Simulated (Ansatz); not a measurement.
The system is ZrB.

```
Zr B
1.0
     0.00000    2.32500    2.32500
     2.32500    0.00000    2.32500
     2.32500    2.32500    0.00000
Zr B
1 1
Direct
  0.00000 0.00000 0.00000
  0.50000 0.50000 0.50000
```

```yaml
Program: Ansatz 0.2.0
Task: relaxation of cell and atoms
Functional: LDA
Potentials_or_basis: Ansatz PAW
Cutoff: "420 eV (not typed: the program's choice for these potentials)"
k_mesh: 10 × 10 × 10
Occupations: fermi-dirac, width 0.05 eV
Spin: no spin polarisation
```

At the start: volume 12.57 Å³/atom.

Q: How do energy, volume and symmetry change on relaxing?

A: It ends after 7 steps and the volume is 14.08 Å³/atom (+12.1 %); space group Fm-3m (No. 225, to 0.05 Å).

Step by step:
| step | energy change (eV) | largest force (eV/Å) | volume (Å³) |
| --- | --- | --- | --- |
| 1 | 0.0000 | 0.0000 | 25.14 |
| 2 | -0.1995 | 0.0000 | 28.99 |
| 3 | -0.2131 | 0.0000 | 28.28 |
| 4 | -0.2135 | 0.0000 | 28.14 |
| 5 | -0.2163 | 0.0000 | 28.14 |
| 6 | -0.2163 | 0.0000 | 28.17 |
| 7 | -0.2163 | 0.0000 | 28.17 |

Final structure:
```
Zr B
1.0
     0.00000    2.41495    2.41495
     2.41495    0.00000    2.41495
     2.41495    2.41495    0.00000
Zr B
1 1
Direct
  0.00000 0.00000 0.00000
  0.50000 0.50000 0.50000
```

Caveat: the plane-wave basis is chosen anew once the cell has moved, so the energies of steps on either side of that aren't comparable; the PAW data sets come from PBE, with cores solved anew for the run's functional, which leaves a small shift of forces and pressure.
